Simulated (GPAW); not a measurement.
Write an ASE script for GPAW 26.7.0 that does the following.

```
Task                : magnons
Functional          : LDA
Potentials or basis : the program's PAW data sets (release 1.2.1) made for this functional
Cutoff              : 500 eV
Basis               : pw
k mesh              : 6 × 6 × 4
Occupations         : fermi-dirac, width 0.05 eV
Spin                : collinear spin, ferromagnetic start
Starting moments    : [0.0, 0.0, 5.0, 5.0] μB
Lines               : 2
Response ecut       : 150 eV
Maxiter             : 150
Response k mesh     : 4 × 4 × 4
Response bands      : 62
Sites               : [2, 3]
Site radius         : 1.338
Q points            : [[0.0, 0.0, 0.0], [0.25, 0.0, 0.0], [0.5, 0.0, 0.0], [0.25, 0.25, 0.0], [0.5, 0.5, 0.0]]
```

The structure of MnSb lies in MnSb.xyz:

```xyz
4
Lattice="4.1774842447 0.0000000000 0.0000000000 -2.0887421223 3.6178074798 0.0000000000 0.0000000000 0.0000000000 5.8182792613" Properties=species:S:1:pos:R:3 pbc="T T T"
Sb     2.0887421226      1.2059358265      4.3637094460
Sb    -0.0000000002      2.4118716533      1.4545698153
Mn     0.0000000000      0.0000000000      2.9091396306
Mn     0.0000000000      0.0000000000      0.0000000000
```

The input as run:

run.py

```python
import numpy as np
from ase.dft.bandgap import bandgap
from ase.io import read, write
from gpaw import GPAW, PW
from gpaw.response import ResponseContext, ResponseGroundStateAdapter
from gpaw.response.chiks import ChiKSCalculator
from gpaw.response.heisenberg import calculate_fm_magnon_energies
from gpaw.response.localft import LocalFTCalculator
from gpaw.response.mft import IsotropicExchangeCalculator
from gpaw.response.site_kernels import SphericalSiteKernels

atoms = read('MnSb.xyz')
atoms.set_initial_magnetic_moments([0.0, 0.0, 5.0, 5.0])

calc = GPAW(mode=PW(500),
            xc='LDA',
            kpts={'size': (6, 6, 4), 'gamma': True},
            occupations={'name': 'fermi-dirac', 'width': 0.05},
            nbands=49,
            convergence={'density': 0.0001},
            maxiter=150,
            txt='gpaw.txt')
atoms.calc = calc
energy = atoms.get_potential_energy()
calc.write('gs.gpw')
write('result.traj', atoms)
print(f'Energy: {energy:.6f} eV')
print('Moments:', calc.get_magnetic_moments().round(3))
print('Fermi level:', round(calc.get_fermi_level(), 4), 'eV')
print(f'Gap: {bandgap(calc)[0]:.4f} eV, direct: {bandgap(calc, direct=True)[0]:.4f} eV')

dense = calc.fixed_density(kpts={'size': (4, 4, 4), 'gamma': True},
                           nbands=68, convergence={'bands': 62, 'eigenstates': 1e-12},
                           update_fermi_level=True, maxiter=300, txt='dense.txt')
dense.write('dense.gpw', mode='all')

sites = [2, 3]
moments = calc.get_magnetic_moments()[sites]
q_qc = np.array([[0.0, 0.0, 0.0], [0.25, 0.0, 0.0], [0.5, 0.0, 0.0], [0.25, 0.25, 0.0], [0.5, 0.5, 0.0]])
gs = ResponseGroundStateAdapter.from_gpw_file('dense.gpw')
context = ResponseContext(txt='mft.txt')
chiks = ChiKSCalculator(gs, context, ecut=150, nbands=62, gammacentered=True)
exchange = IsotropicExchangeCalculator(chiks, LocalFTCalculator.from_rshe_parameters(gs, context))
kernels = SphericalSiteKernels(atoms.positions[sites], [[1.338] * len(sites)])
J_qab = np.array([exchange(q_c, kernels)[..., 0] for q_c in q_qc])
E_qn = calculate_fm_magnon_energies(J_qab, q_qc, moments)
np.savetxt('exchange.dat', np.c_[q_qc, 1000 * J_qab.real.reshape((len(q_qc), -1))], fmt='%.4f')
np.savetxt('magnons.dat', np.c_[q_qc, 1000 * E_qn.real], fmt='%.4f')
for q_c, E_n in zip(q_qc, E_qn):
    print(q_c.round(4), 'magnon energies (meV):', (1000 * E_n.real).round(2))
```

Potentials or basis: the program's PAW data sets (release 1.2.1) made for this functional, pw.

The run is started by

```console
$ OMP_NUM_THREADS=1 python run.py
```

It gave:

```
Band gap on the k mesh : none (metal or under the smearing width)
Net moment             : 6.60 μB per cell
Site moments           : Sb -0.10; Mn +3.24 μB
```

Caveat: the k mesh is coarse (spacing up to 0.43 Å⁻¹), so the values aren't converged; the number of bands moves the energies at small q by some ten meV; the exchange constants hang on this mesh and on the site radius; magnon energies are noisy on this mesh; only a ferromagnetic start was run, and an antiferromagnetic order may lie lower in energy.

Wall time 15 min on 1 thread of Arm Neoverse V1, on a shared host, peak memory 3.4 GiB.
